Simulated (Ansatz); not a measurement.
Below is the output of a Python script on Ansatz's Python interface that makes a ladder of methods at one geometry of CH3AlF2, SMILES [CH3][Al]([F])[F]. Write a script that gives it. Settings (for the species named): CAM-B3LYP, def2-SVP basis, multiplicity 1. The script varies functional: cam_b3lyp, revpbe, pbe, b3lyp.

```xyz
7

C    -0.2278    0.8309   -0.2296
Al    0.2817   -0.9716    0.2554
F     1.6097   -1.2129    1.4003
F    -0.4899   -2.3793   -0.4554
H    -1.1183    0.8168   -0.9771
H    -0.5978    1.4381    0.6676
H     0.6036    1.4099   -0.7067
```

Output of `python methods.py`:
```text
functional    E (Ha)        dipole (D)   HOMO (eV)  LUMO (eV)
cam_b3lyp     -481.839256     2.499     -10.829      0.096
revpbe        -481.772340     2.392      -7.873     -1.519
pbe           -481.521715     2.437      -7.927     -1.624
b3lyp         -481.929307     2.498      -9.170     -1.106
```

The script that was run (others could print the same):

`methods.py`
```python
from pathlib import Path

import ansatz as az
import numpy as np

config = {
    "basis_set": "def2-SVP",
}


def main() -> None:
    geometry_ang = [
        ("C", (-0.2278, 0.8309, -0.2296)),
        ("Al", (0.2817, -0.9716, 0.2554)),
        ("F", (1.6097, -1.2129, 1.4003)),
        ("F", (-0.4899, -2.3793, -0.4554)),
        ("H", (-1.1183, 0.8168, -0.9771)),
        ("H", (-0.5978, 1.4381, 0.6676)),
        ("H", (0.6036, 1.4099, -0.7067)),
    ]
    molecule = az.Crystal.molecule()
    for symbol, xyz in geometry_ang:
        molecule = molecule.atom(symbol, xyz)

    calc = molecule.calculation().basis(gaussian=config["basis_set"])

    print("functional    E (Ha)        dipole (D)   HOMO (eV)  LUMO (eV)")
    for name in ["cam_b3lyp", "revpbe", "pbe", "b3lyp"]:
        report = calc.functional(name).forces().orbitals().run(threads=1, runs_dir="runs").report
        lines = Path(report["orbitals_path"]).read_text().splitlines()
        field_of = lambda key: [line.split("=")[1].strip() for line in lines if line.startswith(key)]
        orbitals = [(27.211386 * float(e), s, float(n)) for e, s, n in zip(field_of("Ene="), field_of("Spin="), field_of("Occup="))]
        homo = max(e for e, _, n in orbitals if n > 0.5)
        lumo = min(e for e, _, n in orbitals if n < 0.5)
        dipole = 4.803205 * np.linalg.norm(report["charge_distribution"]["dipole_moment_e_ang"])
        print(f"{name:10s} {report['free_energy_ev'] / 27.211386246:14.6f} {dipole:9.3f} {homo:11.3f} {lumo:10.3f}")


if __name__ == "__main__":
    main()
```

What to keep in mind:
- Total energies depend on the basis set; only differences at equal settings carry meaning.
- The geometry is a force-field or estimated start, not a minimum of this method, and the basis set is short of its limit. A lower total doesn't mark the better method: functionals have no common bound, and MP2 and coupled cluster aren't variational.
- b3lyp holds the VWN-RPA fit, as in Gaussian; the form of ORCA and Turbomole is b3lyp5.
- Levels such as HOMO and LUMO are orbital energies: with these approximate functionals they aren't the ionisation energy and electron affinity, and their gap isn't the fundamental gap.
- It ran for 8.6 s on 1 thread of Arm Neoverse V1 (shared host), peak memory 0.21 GiB.

(Lines on the test bed's own set-up are left out of the output.)
